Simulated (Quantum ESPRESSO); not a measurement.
NbSi:

```
CELL_PARAMETERS angstrom
3.15644 0.00000 0.00000
0.00000 3.15644 0.00000
0.00000 0.00000 3.15644
ATOMIC_POSITIONS crystal
Nb 0.00000 0.00000 0.00000
Si 0.50000 0.50000 0.50000
```

The cell was built by a generator and needn't be a form met in nature.

```yaml
Program: Quantum ESPRESSO 7.5
Task: phonons
Functional: PBE
Potentials_or_basis: SG15 PBE 1.2
Cutoff: 952 eV
Density_cutoff: 3810 eV
k_mesh: 8 × 8 × 8
Occupations: cold, width 0.272 eV
Spin: no spin polarisation
Mixing_beta: 0.5
Most_SCF_iterations: 120
SCF_threshold: 4e-10 Ry
```

The cell and the atoms were relaxed first, to 15.72 Å³/atom (a = 3.156 Å, b = 3.156 Å, c = 3.156 Å, α = 90.00°, β = 90.00°, γ = 90.00°), and the response was taken there.

At Γ the optical frequencies are 262 262 262 cm⁻¹, at a pressure of 0.0 GPa.

**Question.** How do the modes respond when the cell is scaled evenly, at fixed shape?

**Answer.** The highest mode has a Grüneisen parameter of 2.48 and moves by +3.8 cm⁻¹ per GPa. None of the listed modes softens on compression. The pressures give a bulk modulus of about 169 GPa.

Frequencies at 99 % and 101 % of the volume (pressures 1.7 and -1.6 GPa), ions relaxed:
```
mode  99 % (cm⁻¹)  101 % (cm⁻¹)  Grüneisen parameter
   4        268.7         255.7                 2.48
   5        268.7         255.7                 2.48
   6        268.7         255.7                 2.48
```

Modes are matched by their order; those that don't vary smoothly over the three volumes are left out.

Caveat: the mesh is thin for the phonons of a metal; before the sum rule the acoustic modes lie tens of cm⁻¹ from zero, a sign that the density grid also shifts the optical modes.
